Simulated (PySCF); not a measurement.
# NaAs (triplet) with other numerical set-ups

Aim: see how much the energy and properties of NaAs (triplet) depend on the numerical set-up.

The runs use PySCF 2.14.0; each script names its method and basis.

1 further run of the same task is left out (it didn't finish).

### Step 1. Where the work starts

NaAs (triplet): 2 atoms, charge 0, spin multiplicity 3.

Bond lengths: Na1–As2 2.888 Å.

### Step 2. The run that the others are compared with

The input, input.py:

```python
from pyscf import gto, scf, mp

mol = gto.M(
    atom='Na 0 0 0; As 0 0 2.888',
    basis='6-31g*',
    charge=0,
    spin=2,
    verbose=4,
)
mf = scf.UHF(mol)
mf.kernel()
mp.MP2(mf, frozen=10).kernel()
mf.dip_moment()
print('orbital energies (hartree):', [e[max(0, n-3):n+3].round(4) for e, n in zip(mf.mo_energy, mol.nelec)])
```

Run with:

```bash
$ OMP_NUM_THREADS=1 python input.py
```

Its log is not repeated here.

It gives: E(SCF) = -2395.751836 Eh, 13 cycles, E(MP2) − E(SCF) = -0.22813 Eh, ⟨S²⟩ = 2.193, μ = 6.82 D (of the SCF density).

The bond length is a typed value, not an optimised one. The triplet is typed in the script; nothing here shows that it is the ground state.

### Step 3. Density fitting weigend

Variant 1 changes density fitting: none → weigend.

The input, input.py:

```python
from pyscf import gto, scf, mp

mol = gto.M(
    atom='Na 0 0 0; As 0 0 2.888',
    basis='6-31g*',
    charge=0,
    spin=2,
    verbose=4,
)
mf = scf.UHF(mol)
mf = mf.density_fit(auxbasis='weigend')
mf.kernel()
mp.MP2(mf, frozen=10).kernel()
mf.dip_moment()
print('orbital energies (hartree):', [e[max(0, n-3):n+3].round(4) for e, n in zip(mf.mo_energy, mol.nelec)])
```

Run with:

```bash
$ OMP_NUM_THREADS=1 python input.py
```

### Step 4. Def2-svp

Variant 2 changes basis set: 6-31g* → def2-svp.

Changes to input.py since step 2:

```diff
@@ -4,3 +4,3 @@
     atom='Na 0 0 0; As 0 0 2.888',
-    basis='6-31g*',
+    basis='def2-svp',
     charge=0,
```

### Step 5. Sto-3g

Variant 3 changes basis set: 6-31g* → sto-3g.

Changes to input.py since step 2:

```diff
@@ -4,3 +4,3 @@
     atom='Na 0 0 0; As 0 0 2.888',
-    basis='6-31g*',
+    basis='sto-3g',
     charge=0,
```

Before running it: what results should come out? Wanted: for each run, E(SCF); from base; gap, α spin; SCF dipole; after the SCF.

**Answer**, as computed:

```csv
run,E(SCF) (hartree),from base (eV),cycles,"gap, α spin (eV)",SCF dipole (D),functions,after the SCF
base,-2395.751836,0,13,7.80,6.82,50,"MP2 correlation -6.208 eV, core frozen"
density fitting weigend,-2372.952505,+620.4014,14,7.68,7.22,50,"MP2 correlation -7.575 eV, core frozen"
def2-svp,-2395.717509,+0.9341,14,7.90,6.64,47,"MP2 correlation -5.349 eV, core frozen"
sto-3g,-2369.057278,+726.3959,9,12.04,10.56,27,"MP2 correlation -1.214 eV, core frozen"
```

Of the runs whose energies can be compared, “sto-3g” moves the SCF energy most (+726.396 eV). def2-svp (47 functions) gives an energy 0.93 eV higher than 6-31g* (50). sto-3g (27 functions) gives an energy 726.40 eV higher than 6-31g* (50).
